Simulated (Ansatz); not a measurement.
# Ru2Rh: the cost of one run

Method: DFT PBE, scalar-relativistic, plane waves, PAW, in Ansatz 0.2.0.

1 further run of the same task is left out (it didn't finish). Runs told in other sessions of the task aren't counted.

### 1 The structure to begin with

The structure is cubic, space group Fd-3m (No. 227). The conventional cell has a = 7.088 Å, b = 7.088 Å, c = 7.088 Å, α = 90.00°, β = 90.00°, γ = 90.00°. Around Ru (site symmetry -3m) lie 6 Ru at 2.51 Å and 6 Rh at 2.94 Å. Rh (site symmetry -43m) is surrounded by 12 Ru at 2.94 Å and 4 Rh at 3.07 Å.

Coordinates:

```cif
data_structure
_symmetry_space_group_name_H-M 'P 1'
_symmetry_Int_Tables_number 1
_cell_length_a 5.0118
_cell_length_b 5.0118
_cell_length_c 5.0118
_cell_angle_alpha 60.000
_cell_angle_beta 60.000
_cell_angle_gamma 60.000
_cell_volume 89.02
loop_
_atom_site_label
_atom_site_type_symbol
_atom_site_fract_x
_atom_site_fract_y
_atom_site_fract_z
_atom_site_occupancy
Ru1 Ru 0.12500 0.12500 0.12500 1
Ru2 Ru 0.62500 0.12500 0.12500 1
Ru3 Ru 0.12500 0.12500 0.62500 1
Ru4 Ru 0.12500 0.62500 0.12500 1
Rh1 Rh 0.50000 0.50000 0.50000 1
Rh2 Rh 0.75000 0.75000 0.75000 1
```

It is the end of an earlier relaxation with the same method, from a database cell with other species swapped in; it is a trial structure. At a tolerance of 0.05 Å it has space group Fd-3m (No. 227); it has 14.84 Å³/atom, an uncorrected energy of +0.57 eV/atom over the elements.

### 2 Electronic structure at the relaxed geometry

input.yaml reads:

```yaml
crystal:
  lattice:
    - [0.0, 3.5439100285, 3.5439100285]
    - [3.5439100285, 0.0, 3.5439100285]
    - [3.5439100285, 3.5439100285, 0.0]
  atoms:
    - { symbol: Ru, position: [0.125, 0.125, 0.125] }
    - { symbol: Ru, position: [0.625, 0.125, 0.125] }
    - { symbol: Ru, position: [0.125, 0.125, 0.625] }
    - { symbol: Ru, position: [0.125, 0.625, 0.125] }
    - { symbol: Rh, position: [0.5, 0.5, 0.5] }
    - { symbol: Rh, position: [0.75, 0.75, 0.75] }
basis:
  ecutwfc: 420
kpoints:
  mp_grid: { grid: [10, 10, 10] }
  band_path:
    path:
      - [[0.0, 0.0, 0.0], [0.5, 0.0, 0.5], [0.625, 0.25, 0.625]]
      - [[0.375, 0.375, 0.75], [0.0, 0.0, 0.0], [0.5, 0.5, 0.5], [0.5, 0.25, 0.75], [0.5, 0.0, 0.5]]
    npoints: 14
hamiltonian:
  xc: pbe
scf:
  occupations: { method: gaussian, width: 0.1 }
  n_extra_bands: 15
output:
  forces: true
  stress: true
  eigenvalues: true
  populations: true
  dos: { projected: true, de: 0.02, nscf_kmesh: { grid: [12, 12, 12] } }
  bader: true
  write_density: true
  write_potential: true
  elf: true
  volumetric_format: npy
checkpoint:
  read: start.run
  write: ck
  compress: false
  write_wavefunctions: false
  write_every: 100000
```

Run with:

```bash
$ ansatz run input.yaml --threads 1 --pin off --max-ram 2560MiB --backend cpu --events-out ev --progress --plain --runs-dir out
```

**Question.** How long does this run take on 1 thread of AMD EPYC (Zen 3), shared host, and how much memory does it need?

About 2.1 min, with a peak of 0.6 GiB.
